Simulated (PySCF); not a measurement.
# CH2InNO (SMILES C1=[N][InH][O]1), step by step

Aim: a saddle-point search (HF-D3(BJ)/def2-SVP), then the harmonic vibrations, then a reaction path (HF-D3(BJ)/def2-SVP), then a single-point energy (HF-D3(BJ)/def2-SVP), then the energy (MP2/TZP-DKH), then a single-point energy of CH2InNO. Input form: a Python script.

The calculation is run with PySCF 2.14.0.

### 1 The molecule

CH2InNO has 6 atoms, charge 0, and is taken as a singlet. SMILES: `C1=[N][InH][O]1`. The run starts from this shape.

Bond lengths: C1–N2 1.275 Å, N2–In3 2.138 Å, C1–O4 1.274 Å, In3–O4 2.259 Å, C1–H5 1.096 Å. Angles: C1–N2–In3 88.1°, N2–C1–O4 126.6°, N2–In3–O4 62.3°, C1–O4–In3 82.9°, N2–C1–H5 116.3°, O4–C1–H5 117.1°.

### 2 A saddle-point search at HF-D3(BJ)/def2-SVP (density fitting, core potential) (run 1)

The input, input.py:

```python
from pyscf import gto, scf
from pyscf.geomopt.geometric_solver import kernel as optimise

molecule = gto.M(
    atom='''
C      0.179020    -0.370970    -1.020880
N      0.025590     0.894400    -0.990090
In    -0.240370     0.740880     1.125440
O      0.136450    -1.165800    -0.026560
H      0.365670    -0.813810    -2.005360
H     -0.136656    -1.180400     2.123777
''',
    verbose=3,
    ecp={'In': 'def2-svp'},
    max_memory=1860,
    basis='def2-svp',
)

myscf = scf.RHF(molecule)
myscf = myscf.density_fit()
myscf.disp = 'd3bj'
converged, mol_eq = optimise(myscf, maxsteps=60, transition=True, hessian=True)
print('converged:', converged)
print(mol_eq.tostring())

myscf.reset(mol_eq)
molecule = mol_eq
myscf.kernel()
energy = myscf.e_tot
print('E = %.10f Eh' % energy)
```

Launch:

```bash
$ OMP_NUM_THREADS=1 python input.py
```

The log of the run:

```text
converged SCF energy = -357.289284786552

WARN: DFTD3 does not support analytical Hessian, using finite difference

WARN: Mole.unit (angstrom) is changed to Bohr

maxiter                   60
transition                True
----------------------------------------------------------
 Transition state optimization requested.
Custom engine selected.
Requested bond order-based connectivity but it is not available in the current engine
Bonds will be generated from interatomic distances less than 1.20 times sum of covalent radii
Creating artificial bond to isolated atom: 6-4
18 internal coordinates being used (instead of 18 Cartesians)
Internal coordinate system (atoms numbered from 1):
Distance 1-2
Distance 1-3
Distance 1-4
Distance 1-5
Distance 2-3
Distance 3-4
Distance 4-6
Angle 2-1-5
Angle 4-1-5
Angle 1-2-3
Angle 1-3-4
Angle 2-3-4
Angle 1-4-6
Angle 3-4-6
LinearAngleX 3-1-5
LinearAngleY 3-1-5
Out-of-Plane 1-2-3-4
Out-of-Plane 1-2-3-5
Out-of-Plane 1-2-4-5
Out-of-Plane 1-3-4-5
Out-of-Plane 3-1-2-4
Out-of-Plane 4-1-3-6
Dihedral 4-1-2-3
Dihedral 5-1-2-3
[... 40 lines left out ...]
WARN: Mole.unit (angstrom) is changed to Bohr
[... 23 lines left out ...]
Zero-point vibrational energy:                                   17.4884 kcal/mol
[... 69 lines left out ...]
converged SCF energy = -357.298128068795
[... 120 lines left out ...]
converged SCF energy = -357.297034502261
[... 121 lines left out ...]
converged SCF energy = -357.293292520113
[... 119 lines left out ...]
converged SCF energy = -357.283588548697
[... 119 lines left out ...]
converged SCF energy = -357.28218085751
[... 119 lines left out ...]
converged SCF energy = -357.285752614817
[... 119 lines left out ...]
converged SCF energy = -357.288183000912
[... 87 lines left out ...]
Converged! =D
[... 1 line left out ...]
converged: True
C           0.01413072       -0.42351266       -0.91673118
N          -0.56610417        0.71915203       -0.78650886
In         -0.32856863        0.65387743        1.27000980
O           0.03640660       -1.33296435        0.00520563
H           0.54434664       -0.66967202       -1.84427311
H           0.62443836       -0.84821742        1.48416300
converged SCF energy = -357.288182449357
E = -357.2881824494 Eh
```

Run time: 91 s. Hardware: 1 thread of Arm Neoverse V2, shared host; peak memory 0.61 GiB.

Step by step:

```tsv
step	energy from the first frame kept (eV)	largest force (eV/Å)
0	0.0000	3.2725
2	-0.1953	3.1301
4	-0.3191	2.7793
6	-0.4385	3.0424
8	-0.2109	3.2033
10	-0.1937	3.3235
12	-0.1658	3.3515
14	-0.0235	3.3886
16	0.0769	3.6828
18	0.1550	3.5105
20	0.2674	2.7566
22	0.2486	1.5208
24	0.1460	0.3336
26	0.1275	0.2245
28	0.0961	0.2633
30	0.0602	0.2110
32	0.0344	0.0912
34	0.0300	0.0368
36	0.0300	0.0051
```

After the run. Bond lengths: C1–N2 1.288 Å, N2–In3 2.071 Å, C1–O4 1.295 Å, C1–H5 1.096 Å, In3–H6 1.792 Å. Angles: C1–N2–In3 91.2°, N2–C1–O4 124.0°, N2–C1–H5 120.2°, O4–C1–H5 115.9°, N2–In3–H6 101.9°.

### 3 The harmonic vibrations at HF-D3(BJ)/def2-SVP (density fitting, core potential) (run 2)

The input, calc.py:

```python
from pyscf import gto, symm
from pyscf.hessian import thermo

system = gto.M(
    atom='''
C      0.289387    -0.783641    -1.694275
N     -0.290848     0.359024    -1.564053
In    -0.053313     0.293749     0.492466
O      0.311663    -1.693092    -0.772338
H      0.819603    -1.029800    -2.621817
H      0.899694    -1.208345     0.706619
''',
    ecp={'In': 'def2-svp'},
    charge=0,
    basis='def2-svp',
    verbose=3,
    max_memory=1860,
)

myscf = system.RHF()
myscf = myscf.density_fit()
myscf.disp = 'd3bj'
myscf.kernel()

energy = myscf.e_tot
print('E(%s) = %.9f' % ('HF', energy))
hess = myscf.Hessian().kernel()
modes = thermo.harmonic_analysis(system, hess)
thermo.dump_normal_mode(system, modes)
symm.geom.TOLERANCE = 1e-3  # for the symmetry number
th = thermo.thermo(myscf, modes['freq_au'], 500, 101325)
thermo.dump_thermo(system, th)
```

Launch:

```bash
$ OMP_NUM_THREADS=1 python calc.py
```

The log of the run:

```text
converged SCF energy = -357.288182449325
E(HF) = -357.288182449

WARN: DFTD3 does not support analytical Hessian, using finite difference

WARN: Mole.unit (angstrom) is changed to Bohr

[... 66 lines left out ...]
Gibbs free energy [Eh] -357.31148
```

Wall time 27 s (1 thread of Arm Neoverse V2, shared host); peak memory 0.6 GiB.

### 4 The intrinsic reaction coordinate at HF-D3(BJ)/def2-SVP (density fitting, core potential, path step 0.2 bohr*amu^0.5) (run 3)

The input, run.py:

```python
import numpy
from pyscf import gto
from pyscf.hessian import thermo

mol = gto.M(
    atom='''
C    0.014131  -0.423513  -0.916731
N   -0.566104   0.719152  -0.786509
In  -0.328569   0.653877   1.270010
O    0.036407  -1.332964   0.005206
H    0.544347  -0.669672  -1.844273
H    0.624438  -0.848217   1.484163
''',
    verbose=3,
    ecp={'In': 'def2-svp'},
    spin=0,
    max_memory=1860,
    basis='def2-svp',
)

myscf = mol.RHF()
myscf = myscf.density_fit()
myscf.disp = 'd3bj'
myscf.kernel()
modes = thermo.harmonic_analysis(mol, myscf.Hessian().kernel())
print('lowest modes (1/cm)', numpy.round(modes['freq_wavenumber'][:3], 1))
w = numpy.sqrt(mol.atom_mass_list(isotope_avg=True))[:, None]
mode = modes['norm_mode'][0] * w
mode /= numpy.linalg.norm(mode)
scanner = myscf.nuc_grad_method().as_scanner()
x_ts, e_ts, ds = mol.atom_coords() * w, myscf.e_tot, 0.2  # mass-weighted, bohr amu^1/2
path = []
for sign in (1, -1):
    x, e_old = x_ts + sign * ds * mode, e_ts
    for k in range(1, 21):
        e, g = scanner(mol.set_geom_(x / w, unit='bohr', inplace=False))
        if e > e_old:
            break
        path.append((sign * k * ds, e, x / w, g))
        d1 = -g / w / numpy.linalg.norm(g / w)
        g2 = scanner(mol.set_geom_((x + 0.5 * ds * d1) / w, unit='bohr', inplace=False))[1] / w  # midpoint rule
        x, e_old = x - ds * g2 / numpy.linalg.norm(g2), e
path.sort(key=lambda p: p[0])
print('s (bohr amu^1/2)   E - E(TS) (kcal/mol)')
for s, e, x, g in path:
    print('%7.2f %10.3f' % (s, (e - e_ts) * 627.5095))
for s, e, x, g in (path[0], path[-1]):
    print('end at s = %.2f' % s)
    print(mol.set_geom_(x, unit='bohr', inplace=False).tostring())
```

Launch:

```bash
$ OMP_NUM_THREADS=1 python run.py
```

The log of the run:

```text
converged SCF energy = -357.288182449324

WARN: DFTD3 does not support analytical Hessian, using finite difference

WARN: Mole.unit (angstrom) is changed to Bohr

lowest modes (1/cm) [  0. +1845.2j 249.4   +0.j  339.5   +0.j ]

WARN: Mole.unit (angstrom) is changed to bohr

converged SCF energy = -357.291074071306
--------------- DFRHF_Scanner gradients ---------------
         x                y                z
0 C     0.0006348942    -0.0163311881     0.0094176948
1 N    -0.0025087693     0.0098117637     0.0016749938
2 In     0.0052490078    -0.0156087501    -0.0103192192
3 O    -0.0087753865     0.0078707375    -0.0252564511
4 H    -0.0003025953     0.0016307086    -0.0006497648
5 H     0.0057028491     0.0126267284     0.0251327466
----------------------------------------------

WARN: Mole.unit (angstrom) is changed to bohr

[... 65 lines left out ...]
converged SCF energy = -357.338478491051
[... 75 lines left out ...]
WARN: Mole.unit (angstrom) is changed to bohr
[... 66 lines left out ...]
converged SCF energy = -357.409731531841
[... 75 lines left out ...]
WARN: Mole.unit (angstrom) is changed to bohr
[... 66 lines left out ...]
converged SCF energy = -357.299135868936
[... 75 lines left out ...]
WARN: Mole.unit (angstrom) is changed to bohr
[... 66 lines left out ...]
converged SCF energy = -357.337922437245
[... 75 lines left out ...]
WARN: Mole.unit (angstrom) is changed to bohr
[... 66 lines left out ...]
converged SCF energy = -357.366488020476
[... 75 lines left out ...]
WARN: Mole.unit (angstrom) is changed to bohr
[... 66 lines left out ...]
converged SCF energy = -357.376435923591
[... 17 lines left out ...]
WARN: Mole.unit (angstrom) is changed to bohr

C          -0.04704601       -0.43550670       -0.92590807
N          -0.53228637        0.76450504       -0.77344893
In         -0.32325676        0.63519872        1.26163735
O           0.04048374       -1.29992250       -0.01450939
H           0.30593497       -0.69177804       -1.90240141
H           0.45208543        0.28973081        2.73678599
end at s = 2.40

WARN: Mole.unit (angstrom) is changed to bohr

C           0.01645154       -0.38166914       -0.97428570
N          -0.55021030        0.69301839       -0.81319262
In         -0.33284518        0.66375013        1.28112658
O           0.04505753       -1.37450971        0.04603407
H           0.50460419       -0.76372079       -1.86729158
H           0.76545809       -1.35481977        0.64949792
```

It took 2.1 min on 1 thread of Arm Neoverse V2, shared host; peak memory 0.6 GiB.

The path in brief:

```tsv
step	energy from the first frame kept (eV)	largest force (eV/Å)
0	0.0000	1.5492
2	0.2440	3.2226
4	0.3431	1.8269
6	0.5825	1.9202
8	0.8598	1.9672
10	1.1760	1.9548
12	1.5342	1.8744
14	1.9310	1.8722
16	2.3226	1.5694
18	2.4508	1.4757
20	1.7499	4.7486
22	0.5078	5.8423
24	-0.4317	4.0698
26	-0.6997	3.4216
28	-0.9675	3.1538
29	-1.0939	3.0457
```

### 5 A single-point energy at HF-D3(BJ)/def2-SVP (density fitting, core potential) (run 4)

The input, run.py:

```python
# C1=[N][InH][O]1
from pyscf import gto, scf

mol = gto.Mole()
mol.atom = '''
C    0.179020  -0.370970  -1.020880
N    0.025590   0.894400  -0.990090
In  -0.240370   0.740880   1.125440
O    0.136450  -1.165800  -0.026560
H    0.365670  -0.813810  -2.005360
H   -0.466350   0.715290   2.917450
'''
mol.verbose = 3
mol.max_memory = 1860
mol.basis = 'def2-svp'
mol.ecp = {'In': 'def2-svp'}
mol.build()

mf = scf.RHF(mol)
mf = mf.density_fit()
mf.disp = 'd3bj'
mf.kernel()

etot = mf.e_tot
print('E(%s) = %.9f' % ('HF', etot))
```

Launch:

```bash
$ OMP_NUM_THREADS=1 python run.py
```

The log of the run:

```text
converged SCF energy = -357.39301475755
E(HF) = -357.393014758
```

It took 1.2 s on 1 thread of Arm Neoverse V2, shared host; peak memory 0.14 GiB.

### 6 The energy at MP2/TZP-DKH (sfX2C) (run 5)

The input, input.py:

```python
from pyscf import gto, scf, mp

molecule = gto.M(
    atom=[
    ('C', (0.014131, -0.423513, -0.916731)),
    ('N', (-0.566104, 0.719152, -0.786509)),
    ('In', (-0.328569, 0.653877, 1.270010)),
    ('O', (0.036407, -1.332964, 0.005206)),
    ('H', (0.544347, -0.669672, -1.844273)),
    ('H', (0.624438, -0.848217, 1.484163)),
],
    max_memory=1860,
    basis='tzp-dkh',
    verbose=4,
)

mf = scf.RHF(molecule)
mf = mf.sfx2c1e()
mf.kernel()

pt = mp.MP2(mf, frozen=21).run()
e_final = pt.e_tot
print('E(%s) = %.9f' % ('MP2', e_final))
mf.analyze()
```

Launch:

```bash
$ OMP_NUM_THREADS=1 python input.py
```

The log of the run:

```text
PySCF version 2.14.0

[... 103 lines left out ...]
MO #7   energy= -27.2194489440787  occ= 2
[... 16 lines left out ...]
MO #24  energy= -0.912376198818015 occ= 2
[... 16 lines left out ...]
MO #41  energy= 0.14888782550953   occ= 0
[... 16 lines left out ...]
MO #58  energy= 0.66044473453111   occ= 0
[... 16 lines left out ...]
MO #75  energy= 1.16522471597537   occ= 0
[... 16 lines left out ...]
MO #92  energy= 1.85992227770939   occ= 0
[... 16 lines left out ...]
MO #109 energy= 2.56567337630585   occ= 0
[... 16 lines left out ...]
MO #126 energy= 3.61474303368333   occ= 0
[... 16 lines left out ...]
MO #143 energy= 4.81785871670236   occ= 0
[... 16 lines left out ...]
MO #160 energy= 5.84081121596826   occ= 0
[... 16 lines left out ...]
MO #177 energy= 6.93664511726478   occ= 0
[... 16 lines left out ...]
MO #194 energy= 1541.26107541773   occ= 0
[... 164 lines left out ...]
pop of  3 O 4f+0          0.00006
pop of  3 O 4f+1          0.00005
pop of  3 O 4f+2          0.00019
pop of  3 O 4f+3          0.00005
pop of  4 H 1s            0.89026
pop of  4 H 2s            0.00897
pop of  4 H 3s            0.00298
pop of  4 H 2px           0.00041
pop of  4 H 2py           0.00165
pop of  4 H 2pz           0.00123
pop of  4 H 3px           0.00035
pop of  4 H 3py           0.00084
pop of  4 H 3pz           0.00078
pop of  4 H 3dxy          0.00005
pop of  4 H 3dyz          0.00012
pop of  4 H 3dz^2         0.00013
pop of  4 H 3dxz          0.00010
pop of  4 H 3dx2-y2       0.00009
pop of  5 H 1s            0.75302
pop of  5 H 2s            0.00388
pop of  5 H 3s            0.00101
pop of  5 H 2px           0.00263
pop of  5 H 2py           0.00683
pop of  5 H 2pz           0.00440
pop of  5 H 3px           0.00017
pop of  5 H 3py           0.00028
pop of  5 H 3pz           0.00011
pop of  5 H 3dxy          0.00069
pop of  5 H 3dyz          0.00021
pop of  5 H 3dz^2         0.00032
pop of  5 H 3dxz          0.00014
pop of  5 H 3dx2-y2       0.00034
 ** Mulliken atomic charges  **
charge of    0C =      0.35037
charge of    1N =     -0.54223
charge of    2In =      0.49046
charge of    3O =     -0.61661
charge of    4H =      0.09203
charge of    5H =      0.22598
Dipole moment(X, Y, Z, Debye):  0.21571,  1.28036,  3.18391
```

Run time: 56 s. Hardware: 1 thread of Arm Neoverse V2, shared host; peak memory 2.7 GiB.

### 7 A single-point energy at MP2/TZP-DKH (sfX2C) (run 6)

The input, input.py:

```python
from pyscf import gto, scf, mp

molecule = gto.M(
    atom=[
    ('C', (0.179020, -0.370970, -1.020880)),
    ('N', (0.025590, 0.894400, -0.990090)),
    ('In', (-0.240370, 0.740880, 1.125440)),
    ('O', (0.136450, -1.165800, -0.026560)),
    ('H', (0.365670, -0.813810, -2.005360)),
    ('H', (-0.466350, 0.715290, 2.917450)),
],
    basis='tzp-dkh',
    spin=0,
    max_memory=1860,
    verbose=4,
    charge=0,
)

mf = scf.RHF(molecule)
mf = mf.sfx2c1e()
mf.kernel()

pt = mp.MP2(mf, frozen=21).run()
energy = pt.e_tot
print('E = %.10f Eh' % energy)
dip = mf.dip_moment()
pop, q = mf.mulliken_pop()
```

Launch:

```bash
$ OMP_NUM_THREADS=1 python input.py
```

The log of the run:

```text
PySCF version 2.14.0

[... 70 lines left out ...]
converged SCF energy = -6041.77691179139
[... 9 lines left out ...]
Dipole moment(X, Y, Z, Debye): -0.57814,  1.44422,  3.04443
[... 162 lines left out ...]
pop of  3 O 4f-1          0.00041
pop of  3 O 4f+0          0.00016
pop of  3 O 4f+1          0.00010
pop of  3 O 4f+2          0.00026
pop of  3 O 4f+3          0.00008
pop of  4 H 1s            0.26234
pop of  4 H 2s            0.54729
pop of  4 H 3s            0.09684
pop of  4 H 2px           0.00297
pop of  4 H 2py           0.00549
pop of  4 H 2pz           0.01616
pop of  4 H 3px           0.00290
pop of  4 H 3py           0.00098
pop of  4 H 3pz           0.01092
pop of  4 H 3dxy          0.00014
pop of  4 H 3dyz          0.00080
pop of  4 H 3dz^2         0.00093
pop of  4 H 3dxz          0.00039
pop of  4 H 3dx2-y2       0.00013
pop of  5 H 1s            0.18068
pop of  5 H 2s            0.51630
pop of  5 H 3s            0.36950
pop of  5 H 2px           0.00119
pop of  5 H 2py           0.00130
pop of  5 H 2pz           0.01119
pop of  5 H 3px          -0.00379
pop of  5 H 3py          -0.00545
pop of  5 H 3pz           0.00134
pop of  5 H 3dxy         -0.00001
pop of  5 H 3dyz          0.00021
pop of  5 H 3dz^2         0.00322
pop of  5 H 3dxz          0.00042
pop of  5 H 3dx2-y2      -0.00001
 ** Mulliken atomic charges  **
charge of    0C =      0.41944
charge of    1N =     -0.53051
charge of    2In =      0.77933
charge of    3O =     -0.64390
charge of    4H =      0.05172
charge of    5H =     -0.07608
```

Run time: 53 s. Hardware: 1 thread of Arm Neoverse V2, shared host; peak memory 2.7 GiB.

### 8 Summary of results

| quantity | value |
| --- | --- |
| run 1, HF-D3(BJ)/def2-SVP: total energy at the end | -357.28818 Eh |
| run 1, HF-D3(BJ)/def2-SVP: dipole moment | 4.76 D |
| run 1, HF-D3(BJ)/def2-SVP: HOMO energy | -8.72 eV |
| run 1, HF-D3(BJ)/def2-SVP: LUMO energy | -1.07 eV |
| run 1, HF-D3(BJ)/def2-SVP: HOMO–LUMO gap | 7.65 eV |
| run 1, HF-D3(BJ)/def2-SVP: dispersion energy | -103.08 kJ/mol |
| run 2, HF-D3(BJ)/def2-SVP: lowest harmonic wavenumber | 1845i cm⁻¹ (imaginary) |
| run 2, HF-D3(BJ)/def2-SVP: highest harmonic wavenumber | 3201 cm⁻¹ |
| run 3, HF-D3(BJ)/def2-SVP: energy at the saddle point | -357.28818 Eh |
| run 4, HF-D3(BJ)/def2-SVP: total energy | -357.39301 Eh |
| run 4, HF-D3(BJ)/def2-SVP: dipole moment | 4.26 D |
| run 4, HF-D3(BJ)/def2-SVP: HOMO energy | -9.59 eV |
| run 4, HF-D3(BJ)/def2-SVP: LUMO energy | 0.52 eV |
| run 4, HF-D3(BJ)/def2-SVP: HOMO–LUMO gap | 10.11 eV |
| run 4, HF-D3(BJ)/def2-SVP: dispersion energy | -97.16 kJ/mol |
| run 5, MP2/TZP-DKH: total energy | -6042.82103 Eh |
| run 5, MP2/TZP-DKH: dipole moment (Hartree–Fock density) | 3.44 D |
| run 5, MP2/TZP-DKH: HOMO energy (Hartree–Fock orbitals) | -9.18 eV |
| run 5, MP2/TZP-DKH: LUMO energy (Hartree–Fock orbitals) | -1.15 eV |
| run 5, MP2/TZP-DKH: HOMO–LUMO gap (Hartree–Fock orbitals) | 8.03 eV |
| run 5, MP2/TZP-DKH: correlation energy (21 core orbitals frozen) | -1143.6 mEh |
| run 6, MP2/TZP-DKH: total energy | -6042.88329 Eh |
| run 6, MP2/TZP-DKH: dipole moment (Hartree–Fock density) | 3.42 D |
| run 6, MP2/TZP-DKH: HOMO energy (Hartree–Fock orbitals) | -10.16 eV |
| run 6, MP2/TZP-DKH: LUMO energy (Hartree–Fock orbitals) | 0.41 eV |
| run 6, MP2/TZP-DKH: HOMO–LUMO gap (Hartree–Fock orbitals) | 10.57 eV |

In words: Mulliken charges (run 1, HF-D3(BJ)/def2-SVP) run from -0.63 on N2 to +0.58 on In3. 1 mode is imaginary (lowest 1845i cm⁻¹): a first-order saddle point. Mulliken charges (run 6, MP2/TZP-DKH) of the mean-field density run from -0.64 on O4 to +0.78 on In3.
